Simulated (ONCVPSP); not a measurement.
# An ONCV potential for Tm, from input to tests

Do these settings give a usable potential? It is generated, then checked for transferability, scattering, ghosts and hardness.

The numbers are computed with ONCVPSP 4.0.1 (PBE, scalar-relativistic, spin-unpolarised reference atom).

## 1. The design

Typed settings, in words:

```json
{
  "element": "thulium (Tm, Z = 69)",
  "type": "optimised norm-conserving Vanderbilt (ONCV)",
  "frozen core": "[Kr] 4d10",
  "valence charge": "23",
  "reference configuration": "4f13 5s2 5p6 5d1 6s1",
  "partial waves": "5s+6s: rc 2.05 bohr, ncon 4, nbas 7, qcut 7.4 1/bohr, 2 projectors; 5p: rc 1.70 bohr, ncon 4, nbas 7, qcut 6.3 1/bohr, 2 projectors, debl 0.6 Ha; 5d: rc 2.70 bohr, ncon 4, nbas 7, qcut 3.4 1/bohr, 2 projectors, debl 0.8 Ha; 4f: rc 1.20 bohr, ncon 4, nbas 9, qcut 14 1/bohr, local",
  "local potential": "the f channel",
  "core correction": "Teter function, fcfact 4.25, rcfact 1"
}
```

The outer shells as boxes (Hund's rule for the drawing; the calculation is spin-unpolarised):

```
[Kr] core
4d [↑↓][↑↓][↑↓][↑↓][↑↓]
4f [↑↓][↑↓][↑↓][↑↓][↑↓][↑↓][↑ ]
5s [↑↓]
5p [↑↓][↑↓][↑↓]
5d [↑ ][  ][  ][  ][  ]
6s [↑ ]
```

The nodes and maxima of the atom's own shells, from an earlier all-electron run, set the scale for the radii.

All-electron outer shells of the reference configuration (PBE, scalar-relativistic, ld1.x):

```
shell  level (eV)  outermost node (bohr)  outermost maximum (bohr)
   4d     -171.28                   0.24                      0.50
   5s      -52.96                   0.59                      1.10
   5p      -26.54                   0.63                      1.26
   6s       -3.87                   1.49                      3.33
   4f       -2.75                      –                      0.50
   6p       -1.23                   1.85                      4.85
   5d       -0.76                   0.72                      2.18
```

## 2. Generation

File Tm.dat:

```
# ATOM AND REFERENCE CONFIGURATION
# atsym  z   nc   nv     iexc    psfile
  Tm 69.00    9    5        4      upf
#
#   n    l    f
    1    0    2.00
    2    0    2.00
    2    1    6.00
    3    0    2.00
    3    1    6.00
    3    2   10.00
    4    0    2.00
    4    1    6.00
    4    2   10.00
    4    3   13.00
    5    0    2.00
    5    1    6.00
    5    2    1.00
    6    0    1.00
#
# PSEUDOPOTENTIAL AND OPTIMIZATION
# lmax
    3
#
#   l,   rc,      ep,       ncon, nbas, qcut
    0    2.05    0.00    4    7    7.40
    1    1.70    0.00    4    7    6.30
    2    2.70    0.00    4    7    3.40
    3    1.20    0.00    4    9   14.00
#
# LOCAL POTENTIAL
# lloc, lpopt,  rc(5),   dvloc0
    3    5    1.20    0.00
#
# VANDERBILT-KLEINMAN-BYLANDER PROJECTORs
# l, nproj, debl
    0    2    3.50
    1    2    0.60
    2    2    0.80
    3    0    2.00
#
# MODEL CORE CHARGE
# icmod, fcfact, rcfact
    3    4.25    1.00
#
# LOG DERIVATIVE ANALYSIS
# epsh1, epsh2, depsh
   -3.00    5.00    0.02
#
# OUTPUT GRID
# rlmax, drl
    6.00    0.01
#
# TEST CONFIGURATIONS
# ncnf
    4
# nvcnf
#   n    l    f
    5
    4    3   13.00
    5    0    2.00
    5    1    6.00
    5    2    0.00
    6    0    2.00
#
    5
    4    3   13.00
    5    0    2.00
    5    1    6.00
    5    2    0.00
    6    0    1.00
#
    5
    4    3   13.00
    5    0    2.00
    5    1    6.00
    5    2    0.00
    6    0    0.00
#
    5
    4    3   12.00
    5    0    2.00
    5    1    6.00
    5    2    0.00
    6    0    2.00
#
```

Run with:

```bash
$ oncvpsp.x < Tm.dat > Tm.out
```

Q: Predict the outcome of this session. Wanted: cutoffs for 1 and 0.1 mHa per electron, occupied waves; bound ghosts; GHOST(+) flags; largest test error; largest phase difference near zero energy, channels read; rms error of d²Exc/dn², without and with the model core; projector energies reset by the program.

The runs gave:

| quantity | value |
| --- | --- |
| cutoffs for 1 and 0.1 mHa per electron, occupied waves | 87 Ha and 198 Ha |
| bound ghosts | s at -435.70 eV, p at -80.42 eV |
| GHOST(+) flags | none at low energy |
| largest test error (AE − PS) | +41 meV, for 4f13 5s2 5p6 5d0 6s1 (2 tests unsolved) |
| largest phase difference near zero energy, channels read | 0.016 rad |
| rms error of d²Exc/dn², without and with the model core | 3.83 and 2.99 mHa |
| projector energies reset by the program | p: -0.975, 0.250 Ha |

**Reading.** It has a bound ghost (s, p), a state that the atom doesn't have, and that rules the file out. Close by lies the frozen 4s level (-442.6 eV). By total energies transferability is fair where solved: the largest error is 41 meV on 3.4 eV, for 4f13 5s2 5p6 5d0 6s1. Of the tests 2 gave no usable energy difference, which is a warning in itself. It counts as very hard, with 87 Ha needed at the looser tolerance. At the looser tolerance the 4f wave is the slowest; 5p needs 16 Ha. Near zero energy the phases of the channels with partial waves agree within 0.016 rad. The pseudo curves have a pole with no partner nearby in the atom's: p at -2.96 Ha. These are tests on the free atom; a crystal test is still owed.
